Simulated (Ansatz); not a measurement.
A nudged elastic band was laid between two geometries of a periodic cell of 13 atoms, Ti12H (host Ti, host structure hcp, interstitial H).

Level of theory: DFT PBE-D3(BJ), scalar-relativistic, plane waves, PAW (Ansatz). Settings: cutoff 420 eV, k mesh 3x2x4, gaussian smearing 0.15 eV, no spin polarisation.

| Item | Value |
| --- | --- |
| movable images | 3 |
| climbing image | yes |
| spring | 5.0 eV/Å² |
| optimiser | quadratic models (default) |
| start path | IDPP |
| force threshold | 0.05 eV/Å |
| iteration limit | 80 |
| end points | relaxed |

First end point:

```xyz
13
Lattice="5.9000 0.0000 0.0000 -4.4250 7.6643 0.0000 0.0000 0.0000 4.6846" Properties=species:S:1:pos:R:3
Ti -0.008 -0.036 0.042
Ti -0.042 1.654 2.314
Ti -1.474 2.530 0.005
Ti -1.465 4.251 2.327
Ti -2.926 5.128 -0.011
Ti -2.934 6.815 2.357
Ti 2.969 -0.009 0.027
Ti 2.990 1.665 2.310
Ti 1.472 2.537 0.017
Ti 1.494 4.332 2.280
Ti -0.004 5.112 0.001
Ti -0.006 6.795 2.366
H 1.473 2.568 2.840
```

Last end point:

Only the atoms that move by more than 0.05 Å are listed.
```
Ti1 -0.017 -0.031 -0.041
Ti2 -0.046 1.659 2.368
Ti8 2.990 1.668 2.378
Ti10 1.485 4.335 2.403
H13 1.472 2.572 1.849
```

(1) Which bonds break or form, and what moves?

(2) Give the energies along the band, and the barrier.

(3) What is the geometry of the highest image?

Answers

(1) The atom that moves furthest is H13, by 0.99 Å; four of its nearest neighbours are Ti8 1.84, Ti2 1.85, Ti10 1.85, Ti9 1.86 Å at the first end and Ti8 1.84, Ti2 1.85, Ti10 1.85, Ti9 1.86 Å at the last.

(2) The forces met the threshold. The highest image is number 2 of 0 to 4, 0.116 eV above the ends, which have the same energy within 2 meV. By the program's own check the climbing image is of a kind that is not told: the force calls were inconclusive, a negative curvature could not be distinguished from the path's own, the only one lies far off the path, or fixed occupations may fill a level only in part (lowest curvatures found: -2.27 and 0.23 eV/Å²). Limits of this set-up: coarse k mesh, odd electron count without spin, a small cell, in which the defect meets its images.

```csv
image,path coordinate (Å),energy (eV)
0,0.00,0.000
1,0.26,0.055
2,0.51,0.116
3,0.77,0.055
4,1.03,0.000
```

(3) 
```xyz
13
Lattice="5.9000 0.0000 0.0000 -4.4250 7.6643 0.0000 0.0000 0.0000 4.6846" Properties=species:S:1:pos:R:3
Ti -0.012 -0.044 0.000
Ti -0.082 1.621 2.342
Ti -1.489 2.526 0.001
Ti -1.448 4.235 2.343
Ti -2.917 5.128 0.000
Ti -2.920 6.832 2.343
Ti 2.965 0.003 0.001
Ti 3.008 1.649 2.344
Ti 1.452 2.551 0.001
Ti 1.511 4.391 2.343
Ti 0.001 5.109 0.001
Ti -0.022 6.784 2.343
H 1.453 2.583 2.343
```

Time of the run: 74 s on 4 threads of AMD EPYC 9R45 96-Core Processor (Zen 5) (shared host), peak memory 1.5 GiB.
